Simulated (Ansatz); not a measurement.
# Ga: stress in a strained cell

Aim: deform Ga (zz strain of +3 %) and compute stress, forces and field gradients with LAPW, PAW and all-electron datasets made for the crystal.

Method: DFT LDA, scalar-relativistic, in Ansatz 0.2.0.

### Step 1. The structure to begin with

Symmetry: I4/mmm, No. 139, tetragonal system. Conventional cell: a = 2.808 Å, b = 2.808 Å, c = 4.458 Å, α = 90.00°, β = 90.00°, γ = 90.00°. Ga (site symmetry 4/mmm) has 12 Ga at 2.81 to 2.99 Å as nearest neighbours.

As a file:

```cif
data_structure
_symmetry_space_group_name_H-M 'I4/mmm'
_symmetry_Int_Tables_number 139
_cell_length_a 2.8080
_cell_length_b 2.8080
_cell_length_c 4.4580
_cell_angle_alpha 90.000
_cell_angle_beta 90.000
_cell_angle_gamma 90.000
_cell_volume 35.15
loop_
_atom_site_label
_atom_site_type_symbol
_atom_site_symmetry_multiplicity
_atom_site_Wyckoff_symbol
_atom_site_fract_x
_atom_site_fract_y
_atom_site_fract_z
_atom_site_occupancy
Ga1 Ga 2 a 0.00000 0.00000 0.00000 1
```

The file gives the conventional cell by its symmetry; the runs use the cell typed in the input.

### Step 2. After the deformation

Space group I4/mmm before, I4/mmm after.

### Step 3. Full-potential LAPW

File input.yaml:

```yaml
crystal:
  lattice:
    - [-1.404, 1.404, 2.29587]
    - [1.404, -1.404, 2.29587]
    - [1.404, 1.404, -2.29587]
  atoms:
    - { symbol: Ga, position: [0.0, 0.0, 0.0] }
kpoints:
  mp_grid: { grid: [14, 14, 16] }
  band_path:
    path:
      - [0.0, 0.0, 0.0]
      - [0.0, 0.0, 0.5]
      - [0.25, 0.25, 0.25]
      - [0.0, 0.5, 0.0]
      - [0.0, 0.0, 0.0]
      - [0.5, 0.5, -0.5]
      - [0.3434931167, 0.6565068833, -0.3434931167]
      - [-0.3434931167, 0.3434931167, 0.3434931167]
      - [0.0, 0.0, 0.0]
    npoints: 5
scf:
  occupations: { method: fermi_dirac, width: 0.05 }
hamiltonian:
  xc: lda
  pseudopotentials: { kind: all_electron, lapw: { basis_error: 0.00025 } }
output:
  forces: true
  stress: true
  eigenvalues: true
```

Launch:

```
> ansatz run input.yaml --threads 1 --pin off --max-ram 3072MiB --backend cpu --events-out ev --progress --plain --runs-dir out
```

### Step 4. Frozen-core PAW

File input.yaml:

```yaml
crystal:
  lattice:
    - [-1.404, 1.404, 2.29587]
    - [1.404, -1.404, 2.29587]
    - [1.404, 1.404, -2.29587]
  atoms:
    - { symbol: Ga, position: [0.0, 0.0, 0.0] }
kpoints:
  mp_grid: { grid: [14, 14, 16] }
scf:
  occupations: { method: fermi_dirac, width: 0.05 }
hamiltonian:
  xc: lda
  pseudopotentials: { kind: paw }
output:
  forces: true
  stress: true
  eigenvalues: true
  efg: { contact_densities: true }
```

### Step 5. All-electron PAW on datasets made for the crystal

Edit input.yaml of step 4 so:

```diff
@@ -13,3 +13,3 @@
   xc: lda
-  pseudopotentials: { kind: paw }
+  pseudopotentials: { kind: all_electron, datasets: crystal }
 output:
```

(Steps that only read results are left out.)

Q: Predict the outcome of this session. Wanted: pressure; largest shear or deviatoric stress.

As calculated:

```
                                 quantity                                              value
                                 pressure  LAPW -3.08, PAW -3.12, crystal datasets -3.08 GPa
largest shear or deviatoric stress (LAPW)                                           0.21 GPa
```

**Reading.** The largest part of the stress beyond the pressure is 0.21 GPa in size, in the xy component. No run of the undeformed cell stands beside it, so the pressure holds what the given cell had before the change. PAW: stress within 0.04 GPa of LAPW. Crystal datasets: stress within 0.01 GPa of LAPW. The k mesh doesn't keep the crystal's whole symmetry, which leaves small spurious terms.
